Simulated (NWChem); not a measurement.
# [CH4BN2]− (SMILES N#C[BH2-]N): levels of theory compared

Wanted: a comparison of 5 runs (HF/STO-3G, HF/3-21G, B3LYP/6-31G*, B3LYP/6-311+G**) of [CH4BN2]−. 

The calculation is run with NWChem 7.3.0.

### Step 1. The molecule

[CH4BN2]−: 8 atoms, total charge -1, spin state singlet. SMILES: `N#C[BH2-]N`. The coordinates come from a GFN2-xTB relaxation. This is one conformer, not always the lowest.

Bond lengths: N1–C2 1.157 Å, C2–B3 1.563 Å, B3–N4 1.566 Å, B3–H5 1.244 Å, B3–H6 1.220 Å, N4–H7 1.018 Å, N4–H8 1.018 Å. Angles: N1–C2–B3 176.8°, C2–B3–N4 109.3°, C2–B3–H5 106.6°, C2–B3–H6 109.1°, N4–B3–H5 112.6°, N4–B3–H6 109.4°, B3–N4–H7 109.5°, B3–N4–H8 108.7°, H5–B3–H6 109.7°, H7–N4–H8 105.7°.

### Step 2. Energy and gradient at HF/STO-3G (run 1)

run.py reads:

```python
from ase import Atoms
from ase.calculators.nwchem import NWChem

mol = Atoms(['N', 'C', 'B', 'N', 'H', 'H', 'H', 'H'], positions=[
    [1.709840, -0.498830, 1.905230],
    [0.979780, -0.096340, 1.102640],
    [0.060280, 0.494530, -0.014660],
    [-0.993950, -0.581710, -0.441220],
    [0.807900, 0.829030, -0.951580],
    [-0.517950, 1.476900, 0.421430],
    [-0.512820, -1.405130, -0.797240],
    [-1.533070, -0.218460, -1.224600],
])

calc = NWChem(
    label='nw',
    theory='scf',
    memory='2200 mb',
    basis='STO-3G',
    basispar='spherical bse',
    charge=-1,
    scf={'nopen': '0', 'rhf': None, 'thresh': '1e-08', 'maxiter': '80'},
)
mol.calc = calc

forces = mol.get_forces()
print(f"energy = {mol.get_potential_energy():.6f} eV")
print("forces (eV/A):")
for s, f in zip(mol.symbols, forces):
    print(f"{s:2s} {f[0]:10.5f} {f[1]:10.5f} {f[2]:10.5f}")
print("dipole (e A):", mol.get_dipole_moment().round(4))
```

On the command line:

```sh
$ export ASE_NWCHEM_COMMAND="nwchem PREFIX.nwi > PREFIX.nwo"
$ python run.py
```

Standard output:

```text
energy = -4666.937624 eV
forces (eV/A):
N    -0.23063    0.03106   -0.14465
C     1.08943   -0.45560    1.13684
B    -0.68129    1.61146   -1.86261
N     0.13637    0.70808    1.60031
H    -1.04865   -0.39096    1.27707
H     0.68823   -1.02757   -0.52204
H     0.27891   -0.53644   -0.66694
H    -0.23232    0.05986   -0.81792
dipole (e A): [-0.3882 -0.063  -0.7682]
```

The calculator wrote nw.nwi:

```
title "nw"

permanent_dir nw

scratch_dir nw

start nw

geometry units angstrom nocenter noautosym noautoz
  N  1.7098400000000000e+00 -4.9883000000000000e-01 1.9052300000000000e+00
  C  9.7977999999999998e-01 -9.6339999999999995e-02 1.1026400000000001e+00
  B  6.0280000000000000e-02 4.9453000000000003e-01 -1.4659999999999999e-02
  N  -9.9395000000000000e-01 -5.8170999999999995e-01 -4.4122000000000000e-01
  H  8.0789999999999995e-01 8.2903000000000004e-01 -9.5157999999999998e-01
  H  -5.1795000000000002e-01 1.4769000000000001e+00 4.2143000000000003e-01
  H  -5.1282000000000005e-01 -1.4051300000000000e+00 -7.9723999999999995e-01
  H  -1.5330699999999999e+00 -2.1845999999999999e-01 -1.2245999999999999e+00
end

charge -1

memory 2200 mb

basis spherical bse noprint
   * library STO-3G
end

scf
  nopen 0
  rhf
  thresh 1e-08
  maxiter 80
end

task scf gradient
```

nw.nwo, shortened:

```text
[...]
      One-electron energy =   -422.783416736197
[... 1 line left out ...]
 Nuclear repulsion energy =     91.555916922081
[... 32 lines left out ...]
                       ROHF Final Molecular Orbital Analysis
[... 188 lines left out ...]
     1   1 0 0     -0.733522      0.000000     17.830264
[...]
  wavefunction    =   RHF
                         RHF ENERGY GRADIENTS
    atom               coordinates                        gradient
                 x          y          z           x          y          z
   1 N       3.231129  -0.942652   3.600363    0.004485  -0.000604   0.002813
   2 C       1.851516  -0.182056   2.083687   -0.021186   0.008860  -0.022108
   3 B       0.113913   0.934526  -0.027703    0.013249  -0.031338   0.036222
[... 4 lines of this table left out ...]
   8 H      -2.897082  -0.412830  -2.314158    0.004518  -0.001164   0.015906
[...]
```

It took 1.9 s on 1 thread of Intel Xeon 6975P-C (Granite Rapids), shared host; peak memory 0.096 GiB.

### Step 3. Energy and gradient at HF/3-21G (run 2)

run.py reads:

```python
from ase import Atoms
from ase.calculators.nwchem import NWChem

atoms = Atoms(['N', 'C', 'B', 'N', 'H', 'H', 'H', 'H'], positions=[
    [1.709840, -0.498830, 1.905230],
    [0.979780, -0.096340, 1.102640],
    [0.060280, 0.494530, -0.014660],
    [-0.993950, -0.581710, -0.441220],
    [0.807900, 0.829030, -0.951580],
    [-0.517950, 1.476900, 0.421430],
    [-0.512820, -1.405130, -0.797240],
    [-1.533070, -0.218460, -1.224600],
])

calc = NWChem(
    label='calc',
    theory='scf',
    memory='2200 mb',
    basis='3-21G',
    basispar='spherical bse',
    charge=-1,
    scf={'nopen': '0', 'rhf': None, 'thresh': '1e-08', 'maxiter': '80'},
)
atoms.calc = calc

forces = atoms.get_forces()
print("Total energy (eV):", round(atoms.get_potential_energy(), 6))
print("forces (eV/A):")
for s, f in zip(atoms.symbols, forces):
    print(f"{s:2s} {f[0]:10.5f} {f[1]:10.5f} {f[2]:10.5f}")
print("dipole (e A):", atoms.get_dipole_moment().round(4))
```

On the command line:

```sh
$ export ASE_NWCHEM_COMMAND="nwchem PREFIX.nwi > PREFIX.nwo"
$ python run.py
```

Standard output:

```text
Total energy (eV): -4703.151339
forces (eV/A):
N    -0.85967    0.35142   -0.84378
C     1.68279   -0.64123    1.79360
B    -0.74022    0.21381   -0.95738
N     0.07425   -0.08572   -0.46146
H     0.05399    0.14563    0.11369
H     0.06613    0.14933    0.07225
H    -0.15432   -0.07024    0.10747
H    -0.12295   -0.06299    0.17555
dipole (e A): [-0.4824 -0.0834 -0.9039]
```

The calculator wrote calc.nwi:

```
title "calc"

permanent_dir calc

scratch_dir calc

start calc

geometry units angstrom nocenter noautosym noautoz
  N  1.7098400000000000e+00 -4.9883000000000000e-01 1.9052300000000000e+00
  C  9.7977999999999998e-01 -9.6339999999999995e-02 1.1026400000000001e+00
  B  6.0280000000000000e-02 4.9453000000000003e-01 -1.4659999999999999e-02
  N  -9.9395000000000000e-01 -5.8170999999999995e-01 -4.4122000000000000e-01
  H  8.0789999999999995e-01 8.2903000000000004e-01 -9.5157999999999998e-01
  H  -5.1795000000000002e-01 1.4769000000000001e+00 4.2143000000000003e-01
  H  -5.1282000000000005e-01 -1.4051300000000000e+00 -7.9723999999999995e-01
  H  -1.5330699999999999e+00 -2.1845999999999999e-01 -1.2245999999999999e+00
end

charge -1

memory 2200 mb

basis spherical bse noprint
   * library 3-21G
end

scf
  nopen 0
  rhf
  thresh 1e-08
  maxiter 80
end

task scf gradient
```

calc.nwo, shortened:

```text
[...]
      One-electron energy =   -421.713582492828
[... 1 line left out ...]
 Nuclear repulsion energy =     91.555916922081
[... 33 lines left out ...]
                       ROHF Final Molecular Orbital Analysis
[... 192 lines left out ...]
     1   1 0 0     -0.911543      0.000000     17.830264
[...]
  wavefunction    =   RHF
                         RHF ENERGY GRADIENTS
    atom               coordinates                        gradient
                 x          y          z           x          y          z
   1 N       3.231129  -0.942652   3.600363    0.016718  -0.006834   0.016409
   2 C       1.851516  -0.182056   2.083687   -0.032725   0.012470  -0.034880
   3 B       0.113913   0.934526  -0.027703    0.014395  -0.004158   0.018618
[... 4 lines of this table left out ...]
   8 H      -2.897082  -0.412830  -2.314158    0.002391   0.001225  -0.003414
[...]
```

It took 2 s on 1 thread of Intel Xeon 6975P-C (Granite Rapids), shared host; peak memory 0.097 GiB.

Runs 3 to 4 aren't shown in full; the table further down has their settings and results.

### Step 4. Energy and gradient at B3LYP/6-311+G(d,p) (run 5)

ch4bn2.nw reads:

```
start ch4bn2
memory 2200 mb
charge -1

geometry units angstroms noautosym nocenter noautoz
N     1.709840   -0.498830    1.905230
C     0.979780   -0.096340    1.102640
B     0.060280    0.494530   -0.014660
N    -0.993950   -0.581710   -0.441220
H     0.807900    0.829030   -0.951580
H    -0.517950    1.476900    0.421430
H    -0.512820   -1.405130   -0.797240
H    -1.533070   -0.218460   -1.224600
end

basis spherical bse
N library 6-311+G**
C library 6-311+G**
B library 6-311+G**
H library 6-311+G**
end

dft
xc b3lyp
grid fine
convergence energy 1e-08
maxiter 100
mulliken
end

task dft gradient
```

On the command line:

```sh
$ nwchem ch4bn2.nw > ch4bn2.out
```

Standard output:

```text
[...]
          Wavefunction type:  closed shell.
          No. of atoms     :     8
          No. of electrons :    30
[...]
          Charge           :    -1
          Spin multiplicity:     1
[...]
          AO basis - number of functions:   112
[...]
              XC Information
              --------------
                         B3LYP Method XC Potential
                     Hartree-Fock (Exact) Exchange  0.200
                        Slater Exchange Functional  0.800 local
                    Becke 1988 Exchange Functional  0.720 non-local
              Lee-Yang-Parr Correlation Functional  0.810
                  VWN I RPA Correlation Functional  0.190 local
[...]
 d= 0,ls=0.0,diis     1   -174.8719088768 -2.66D+02  1.03D-02  1.32D+00     1.9
[...]
 d= 0,ls=0.0,diis    11   -174.9959985824 -4.18D-09  4.58D-07  2.75D-09    17.3
         Total DFT energy =     -174.995998582404
      One electron energy =     -423.048201465608
           Coulomb energy =      181.504179623489
    Exchange-Corr. energy =      -25.007893662367
 Nuclear repulsion energy =       91.555916922082
[...]
      Total Density - Mulliken Population Analysis
     ---------------------------------------------
    Atom       Charge   Shell Charges
 -----------   ------   -------------------------------------------------------
    1 N    7     7.46   1.10  0.90  0.76  0.93  1.62  0.90  1.12  0.06  0.06  0.03
    2 C    6     6.02   1.10  0.88  0.63  0.83  1.28  0.52  0.59  0.04  0.08  0.06
    3 B    5     4.97   1.13  0.86  0.51  0.61  1.10  0.15  0.40  0.05  0.04  0.12
    4 N    7     7.64   1.09  0.90  0.79  0.87  1.75  0.68  1.33 -0.02  0.23  0.02
    5 H    1     1.14   0.26  0.54  0.33  0.01
    6 H    1     1.13   0.27  0.55  0.30  0.01
    7 H    1     0.82   0.28  0.44  0.06  0.05
    8 H    1     0.82   0.28  0.44  0.05  0.05
[...]
  wavefunction    = closed shell
                         DFT ENERGY GRADIENTS
    atom               coordinates                        gradient
                 x          y          z           x          y          z
   1 N       3.231129  -0.942652   3.600363   -0.006873   0.005362  -0.008760
   2 C       1.851516  -0.182056   2.083687   -0.003735  -0.002220  -0.002554
   3 B       0.113913   0.934526  -0.027703    0.009288   0.000200   0.013363
   4 N      -1.878293  -1.099273  -0.833785    0.000232  -0.000785   0.000460
   5 H       1.526710   1.566640  -1.798225   -0.000104  -0.002117  -0.002828
   6 H      -0.978784   2.790936   0.796387   -0.000665  -0.002529  -0.000335
   7 H      -0.969089  -2.655311  -1.506565    0.001547   0.000739   0.000977
   8 H      -2.897082  -0.412830  -2.314158    0.000312   0.001351  -0.000323
[...]
```

Run time: 23 s. Hardware: 1 thread of Intel Xeon 6975P-C (Granite Rapids), shared host; peak memory 0.12 GiB.

### Step 5. Overview of the runs

```tsv
run	level	Cartesian functions	iteration cap	energy (Eh)	HOMO energy (eV)	LUMO energy (eV)	HOMO–LUMO gap (eV)	wall time
1	HF/STO-3G	no	80	-171.506796	-1.61	16.66	18.27	1.9 s
2	HF/3-21G	no	80	-172.837625	-4.07	11.06	15.14	2 s
3	B3LYP/6-31G* (Cartesian functions)	yes	100	-174.917177	–	–	–	20 s
4	B3LYP/6-31G* (spherical functions)	no	100	-174.912634	-0.42	6.45	6.87	20 s
5	B3LYP/6-311+G**	no	100	-174.995999	-1.27	3.45	4.72	23 s
```

### Step 6. Outcome

| quantity | value |
| --- | --- |
| run 5: total energy | -174.99600 Eh |
| run 5: HOMO energy | -1.27 eV |
| run 5: LUMO energy | 3.45 eV |
| run 5: HOMO–LUMO gap (to an unbound level, set by the basis) | 4.72 eV |
| run 5: largest force on an atom | 0.837 eV/Å |

What this shows: Over runs 1, 2, 4, 5 the HOMO–LUMO gap runs from 4.72 eV (B3LYP/6-311+G**) to 18.27 eV (HF/STO-3G). The two ends differ in method and basis. The empty levels of an anion lie above zero and hang on the basis. In run 1 the basis is minimal, so the values are rough. All runs together took 67 s, the longest 23 s.
